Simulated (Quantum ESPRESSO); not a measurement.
# CoSi2 (I4/mmm) in Quantum ESPRESSO: single point with PBEsol

Aim: the single point of CoSi2 with PBEsol.

Program: Quantum ESPRESSO 7.5. These are calculated values, not measurements. Logs are shortened: lines on timing, memory, paths and dates and some standing lists are left out, and cuts for length are marked.

### 1 The crystal as given

The structure is tetragonal, space group I4/mmm (No. 139). The conventional cell has a = 3.823 Å, b = 3.823 Å, c = 5.354 Å, α = 90.00°, β = 90.00°, γ = 90.00°. Co (site symmetry 4/mmm) is surrounded by 8 Si at 2.33 Å. Si (site symmetry -4m2) is surrounded by 4 Co at 2.33 Å and 2 Si at 2.68 Å.

The cell was built by a generator and needn't be a form met in nature.

### 2 Single point, PBEsol

Contents of pw.in:

```
&CONTROL
  calculation = 'scf'
  prefix = 'pwscf'
  outdir = './tmp'
  pseudo_dir = './pseudo'
  tprnfor = .true.
  tstress = .true.
  disk_io = 'nowf'
/
&SYSTEM
  ibrav = 0
  nat = 3
  ntyp = 2
  ecutwfc = 56
  ecutrho = 448
  nbnd = 19
  occupations = 'smearing'
  smearing = 'mp'
  degauss = 0.00734986
/
&ELECTRONS
  conv_thr = 6d-10
  electron_maxstep = 120
  mixing_beta = 0.5
/
ATOMIC_SPECIES
Co    58.9332 co_pbesol_v1.2.uspp.F.UPF
Si    28.0850 si_pbesol_v1.uspp.F.UPF
CELL_PARAMETERS angstrom
   0.0000000000    2.7034771500    2.6769204000
   2.7034771500    0.0000000000    2.6769204000
   2.7034771500    2.7034771500    0.0000000000
ATOMIC_POSITIONS crystal
Co     0.0000000000    0.0000000000    0.0000000000
Si     0.2500000000    0.2500000000    0.2500000000
Si     0.7500000000    0.7500000000    0.7500000000
K_POINTS automatic
16 16 16 0 0 0
```

Potentials or basis: GBRV 1.5 PBEsol.

Run with:

```console
> OMP_NUM_THREADS=1 pw.x -in pw.in > pw.out
```

pw.out:

```text
This program is part of the open-source Quantum ESPRESSO suite
     for quantum simulation of materials; please cite
[... 9 lines left out ...]
     --------------------
     sticks:   dense  smooth     PW     G-vecs:    dense   smooth      PW
     Sum        1601     805    253                42239    14969    2629

     Using Slab Decomposition

     bravais-lattice index     =            0
     lattice parameter (alat)  =       7.1896  a.u.
     unit-cell volume          =     264.0629 (a.u.)^3
     number of atoms/cell      =            3
     number of atomic types    =            2
     number of electrons       =        25.00
     number of Kohn-Sham states=           19
     kinetic-energy cutoff     =      56.0000  Ry
     charge density cutoff     =     448.0000  Ry
     scf convergence threshold =      6.0E-10
     mixing beta               =       0.5000
     number of iterations used =            8  plain     mixing
     Exchange-correlation= SLA  PW   PSX  PSC
                           (   1   4  10   8   0   0   0)

     celldm(1)=   7.189580  celldm(2)=   0.000000  celldm(3)=   0.000000
     celldm(4)=   0.000000  celldm(5)=   0.000000  celldm(6)=   0.000000

     crystal axes: (cart. coord. in units of alat)
               a(1) = (   0.000000   0.710588   0.703608 )
               a(2) = (   0.710588   0.000000   0.703608 )
               a(3) = (   0.710588   0.710588   0.000000 )

     reciprocal axes: (cart. coord. in units 2 pi/alat)
               b(1) = ( -0.703642  0.703642  0.710623 )
               b(2) = (  0.703642 -0.703642  0.710623 )
               b(3) = (  0.703642  0.703642 -0.710623 )

     PseudoPot. # 1 for Co read from file:
     co_pbesol_v1.2.uspp.F.UPF
     Pseudo is Ultrasoft + core correction, Zval = 17.0
     Generated by new atomic code, or converted to UPF format
     Using radial grid of  863 points,  6 beta functions with:
                l(1) =   0
                l(2) =   0
                l(3) =   1
                l(4) =   1
                l(5) =   2
                l(6) =   2
     Q(r) pseudized with  8 coefficients,  rinner =    1.200   1.200   1.200
                                                       1.200   1.200

     PseudoPot. # 2 for Si read from file:
     si_pbesol_v1.uspp.F.UPF
     Pseudo is Ultrasoft + core correction, Zval =  4.0
     Generated by new atomic code, or converted to UPF format
     Using radial grid of  899 points,  6 beta functions with:
                l(1) =   0
                l(2) =   0
                l(3) =   1
                l(4) =   1
                l(5) =   2
                l(6) =   2
     Q(r) pseudized with  8 coefficients,  rinner =    0.900   0.900   0.900
                                                       0.900   0.900

     atomic species   valence    mass     pseudopotential
     Co               17.00    58.93320     Co( 1.00)
     Si                4.00    28.08500     Si( 1.00)

     16 Sym. Ops., with inversion, found

   Cartesian axes

     site n.     atom                  positions (alat units)
         1        Co     tau(   1) = (   0.0000000   0.0000000   0.0000000  )
         2        Si     tau(   2) = (   0.3552941   0.3552941   0.3518040  )
         3        Si     tau(   3) = (   1.0658824   1.0658824   1.0554121  )

     number of k points=   349  Methfessel-Paxton smearing, width (Ry)=  0.0073

     Number of k-points >= 100: set verbosity='high' to print them.

     Dense  grid:    42239 G-vectors     FFT dimensions: (  50,  50,  50)

     Smooth grid:    14969 G-vectors     FFT dimensions: (  36,  36,  36)

     Check: negative core charge=   -0.000010

     Initial potential from superposition of free atoms

     starting charge      23.9987, renormalised to      25.0000
     Starting wfcs are   21 randomized atomic wfcs

     Self-consistent Calculation

     iteration #  1     ecut=    56.00 Ry     beta= 0.50
     Davidson diagonalization with overlap
     ethr =  1.00E-02,  avg # of iterations =  4.3

     total energy              =    -307.35137605 Ry
     estimated scf accuracy    <      16.75209354 Ry

     iteration #  2     ecut=    56.00 Ry     beta= 0.50
     Davidson diagonalization with overlap
     ethr =  1.00E-02,  avg # of iterations =  3.0

     total energy              =    -316.86295556 Ry
     estimated scf accuracy    <      34.61425115 Ry

     iteration #  3     ecut=    56.00 Ry     beta= 0.50
     Davidson diagonalization with overlap
     ethr =  1.00E-02,  avg # of iterations =  2.0

     total energy              =    -317.45057428 Ry
     estimated scf accuracy    <       7.38636599 Ry

     iteration #  4     ecut=    56.00 Ry     beta= 0.50
     Davidson diagonalization with overlap
     ethr =  1.00E-02,  avg # of iterations =  1.7

     total energy              =    -317.70558907 Ry
     estimated scf accuracy    <       1.64755627 Ry

     iteration #  5     ecut=    56.00 Ry     beta= 0.50
     Davidson diagonalization with overlap
     ethr =  6.59E-03,  avg # of iterations =  1.0

     total energy              =    -317.25952608 Ry
     estimated scf accuracy    <       1.08491370 Ry

     iteration #  6     ecut=    56.00 Ry     beta= 0.50
     Davidson diagonalization with overlap
     ethr =  4.34E-03,  avg # of iterations =  1.8

     total energy              =    -317.58399118 Ry
     estimated scf accuracy    <       0.85627063 Ry

     iteration #  7     ecut=    56.00 Ry     beta= 0.50
     Davidson diagonalization with overlap
     ethr =  3.43E-03,  avg # of iterations =  1.0

     total energy              =    -317.56563030 Ry
     estimated scf accuracy    <       0.73403179 Ry

     iteration #  8     ecut=    56.00 Ry     beta= 0.50
     Davidson diagonalization with overlap
     ethr =  2.94E-03,  avg # of iterations =  1.0

     total energy              =    -317.51174510 Ry
     estimated scf accuracy    <       0.54242757 Ry

     iteration #  9     ecut=    56.00 Ry     beta= 0.50
     Davidson diagonalization with overlap
     ethr =  2.17E-03,  avg # of iterations =  1.0

     total energy              =    -317.50466498 Ry
     estimated scf accuracy    <       0.11007555 Ry

     iteration # 10     ecut=    56.00 Ry     beta= 0.50
     Davidson diagonalization with overlap
     ethr =  4.40E-04,  avg # of iterations =  1.3

     total energy              =    -317.51576311 Ry
     estimated scf accuracy    <       0.00131119 Ry

     iteration # 11     ecut=    56.00 Ry     beta= 0.50
     Davidson diagonalization with overlap
     ethr =  5.24E-06,  avg # of iterations =  3.8

     total energy              =    -317.51604234 Ry
     estimated scf accuracy    <       0.00310144 Ry

     iteration # 12     ecut=    56.00 Ry     beta= 0.50
     Davidson diagonalization with overlap
     ethr =  5.24E-06,  avg # of iterations =  1.0

     total energy              =    -317.51542454 Ry
     estimated scf accuracy    <       0.00374078 Ry

     iteration # 13     ecut=    56.00 Ry     beta= 0.50
     Davidson diagonalization with overlap
     ethr =  5.24E-06,  avg # of iterations =  1.1

     total energy              =    -317.51564604 Ry
     estimated scf accuracy    <       0.00010290 Ry

     iteration # 14     ecut=    56.00 Ry     beta= 0.50
     Davidson diagonalization with overlap
     ethr =  4.12E-07,  avg # of iterations =  1.9

     total energy              =    -317.51565084 Ry
     estimated scf accuracy    <       0.00002142 Ry

     iteration # 15     ecut=    56.00 Ry     beta= 0.50
     Davidson diagonalization with overlap
     ethr =  8.57E-08,  avg # of iterations =  1.6

     total energy              =    -317.51565062 Ry
     estimated scf accuracy    <       0.00000441 Ry

     iteration # 16     ecut=    56.00 Ry     beta= 0.50
     Davidson diagonalization with overlap
     ethr =  1.77E-08,  avg # of iterations =  2.0

     total energy              =    -317.51565126 Ry
     estimated scf accuracy    <       0.00000017 Ry

     iteration # 17     ecut=    56.00 Ry     beta= 0.50
     Davidson diagonalization with overlap
     ethr =  6.69E-10,  avg # of iterations =  4.0

     total energy              =    -317.51565129 Ry
     estimated scf accuracy    <       0.00000009 Ry

     iteration # 18     ecut=    56.00 Ry     beta= 0.50
     Davidson diagonalization with overlap
     ethr =  3.68E-10,  avg # of iterations =  1.0

     total energy              =    -317.51565129 Ry
     estimated scf accuracy    <          4.3E-09 Ry

     iteration # 19     ecut=    56.00 Ry     beta= 0.50
     Davidson diagonalization with overlap
     ethr =  1.73E-11,  avg # of iterations =  2.7

     End of self-consistent calculation

     Number of k-points >= 100: set verbosity='high' to print the bands.

     the Fermi energy is    12.3711 ev

!    total energy              =    -317.51565130 Ry
     estimated scf accuracy    <          1.8E-10 Ry
     smearing contrib. (-TS)   =      -0.00000977 Ry
     internal energy E=F+TS    =    -317.51564153 Ry

     The total energy is F=E-TS. E is the sum of the following terms:
     one-electron contribution =    -239.48487469 Ry
     hartree contribution      =     132.45977788 Ry
     xc contribution           =     -41.13290162 Ry
     ewald contribution        =    -169.35764309 Ry

     convergence has been achieved in  19 iterations

     Forces acting on atoms (cartesian axes, Ry/au):

     atom    1 type  1   force =     0.00000000    0.00000000    0.00000000
     atom    2 type  2   force =    -0.00000000   -0.00000000    0.00000000
     atom    3 type  2   force =     0.00000000    0.00000000   -0.00000000

     Total force =     0.000000     Total SCF correction =     0.000000

     Computing stress (Cartesian axis) and pressure

          total   stress  (Ry/bohr**3)                   (kbar)     P=      -77.20
  -0.00054437  -0.00000000  -0.00000000          -80.08       -0.00       -0.00
  -0.00000000  -0.00054437   0.00000000           -0.00      -80.08        0.00
   0.00000000   0.00000000  -0.00048575            0.00        0.00      -71.46

=------------------------------------------------------------------------------=
   JOB DONE.
=------------------------------------------------------------------------------=
```

Wall time 12 min (1 thread of AMD EPYC, shared host); peak memory 0.37 GiB.

Results:

* Free energy: -4320.0205 eV
* Pressure: -7.7 GPa
* Band gap on the k mesh: none (metal or under the smearing width)

Spin polarisation is off, so any magnetic state and its effect on volume and gap are missing.
